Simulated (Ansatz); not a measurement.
# C2H10Si2: one species, many methods

An exercise on one series of results from a longer session: the logs are not shown, and one member is left open.

Computed with Ansatz 0.2.0, Gaussian basis. Level: functionals in def2-TZVPP, the program's frozen cores in correlated methods.

The runs, in order: LDA (SPW92), PBE-D4, revPBE-D4, BLYP-D4, r2SCAN-D4, B97M-V, PBE0-D4, B3LYP-D4, r2SCANh-D4, r2SCAN0-D4, HSE06-D4, BHLYP-D4, CAM-B3LYP-D4, LC-ωPBE, ωB97X-V, ωB97M-V, B2PLYP, PBE-QIDH; CCSD(T)/def2-SVP; CCSD(T)/def2-TZVPP; MP2/def2-QZVPP; extrapolation to the limit; RPA on PBE.

## The relaxed structure

The geometry comes from an earlier relaxation with PBE0-D4 in a triple-zeta def2 set; it is a stationary point, not always the lowest conformer.

SMILES `CC[SiH2][SiH3]`, 14 atoms, charge 0, spin multiplicity 1.

Atoms are counted from 1 here; the program's logs count them from 0.

Bond lengths: C1–C2 1.525 Å, C1–H5 1.093 Å, C1–H6 1.093 Å, C1–H7 1.093 Å, C2–Si3 1.883 Å, C2–H8 1.095 Å, C2–H9 1.095 Å, Si3–Si4 2.342 Å, Si3–H10 1.492 Å, Si3–H11 1.491 Å, Si4–H12 1.490 Å, Si4–H13 1.489 Å, Si4–H14 1.488 Å. Angles: C2–C1–H5 111.4°, C2–C1–H6 111.6°, C2–C1–H7 111.5°, H5–C1–H6 107.2°, H5–C1–H7 107.5°, H6–C1–H7 107.4°, C1–C2–Si3 113.7°, C1–C2–H8 110.5°, C1–C2–H9 110.4°, Si3–C2–H8 108.1°, Si3–C2–H9 107.7°, H8–C2–H9 106.1°, C2–Si3–Si4 111.8°, C2–Si3–H10 109.8°, C2–Si3–H11 110.3°, Si4–Si3–H10 108.5°, Si4–Si3–H11 108.6°, H10–Si3–H11 107.7° and more.

The first run:

Contents of in.yaml:

```yaml
crystal:
  periodic: [false, false, false]
  atoms:
    - {symbol: C, position_ang: [0.197993, 1.689631, 0.788563]}
    - {symbol: C, position_ang: [1.182663, 0.635880, 0.292005]}
    - {symbol: Si, position_ang: [0.467242, -1.105456, 0.242168]}
    - {symbol: Si, position_ang: [-1.395747, -1.240609, -1.171120]}
    - {symbol: H, position_ang: [-0.162563, 1.456664, 1.793867]}
    - {symbol: H, position_ang: [-0.678169, 1.758644, 0.138588]}
    - {symbol: H, position_ang: [0.656951, 2.680774, 0.825632]}
    - {symbol: H, position_ang: [1.538656, 0.886487, -0.712905]}
    - {symbol: H, position_ang: [2.071853, 0.611863, 0.931101]}
    - {symbol: H, position_ang: [0.053080, -1.521625, 1.613861]}
    - {symbol: H, position_ang: [1.496634, -2.074127, -0.232862]}
    - {symbol: H, position_ang: [-1.031792, -0.814062, -2.551411]}
    - {symbol: H, position_ang: [-2.497118, -0.358399, -0.695044]}
    - {symbol: H, position_ang: [-1.912684, -2.634866, -1.233444]}
basis:
  gaussian: {orbitals: def2-TZVPP}
hamiltonian: {xc: lda}
output: {orbitals: {seedname: orbitals}}
```

Steps of the session up to this table: LDA; PBE-D4 (GGA); revPBE-D4 (GGA); BLYP-D4 (GGA); r2SCAN-D4 (meta-GGA); B97M-V (meta-GGA); PBE0-D4 (hybrid); B3LYP-D4 (hybrid); r2SCANh-D4 (hybrid); r2SCAN0-D4 (hybrid); HSE06-D4 (hybrid); BHLYP-D4 (hybrid); CAM-B3LYP-D4 (range-separated); LC-ωPBE-D4 (range-separated; the results give it without D4); ωB97X-V (range-separated); ωB97M-V (range-separated); B2PLYP (double hybrid); PBE-QIDH (double hybrid).

One table of the session follows, with a row left open; its other results are not shown here.

It belongs to the step «Frontier levels by functional». 

| functional | HOMO (eV) | gap (eV) |
| --- | --- | --- |
| LDA (SPW92) | -6.91 | 6.04 |
| PBE-D4 | -6.83 | 6.16 |
| revPBE-D4 | -6.79 | 6.22 |
| BLYP-D4 | -6.70 | 6.17 |
| r2SCAN-D4 | -7.08 | 6.71 |
| B97M-V | -7.20 | 6.56 |
| PBE0-D4 | -7.95 | 8.10 |
| B3LYP-D4 | -7.76 | 7.72 |
| r2SCANh-D4 | -7.49 | 7.41 |
| r2SCAN0-D4 | -8.11 | 8.44 |
| HSE06-D4 | -7.56 | 7.33 |
| BHLYP-D4 | -8.99 | 9.98 |
| CAM-B3LYP-D4 | -9.24 | 10.39 |
| LC-ωPBE | ? | ? |
| ωB97X-V | -10.23 | 12.35 |
| ωB97M-V | -10.01 | 11.80 |

**Question.** Estimate the row for LC-ωPBE.

The run gave: HOMO (eV): -10.56; gap (eV): 12.83. In the column «HOMO (eV)» it is the lowest.
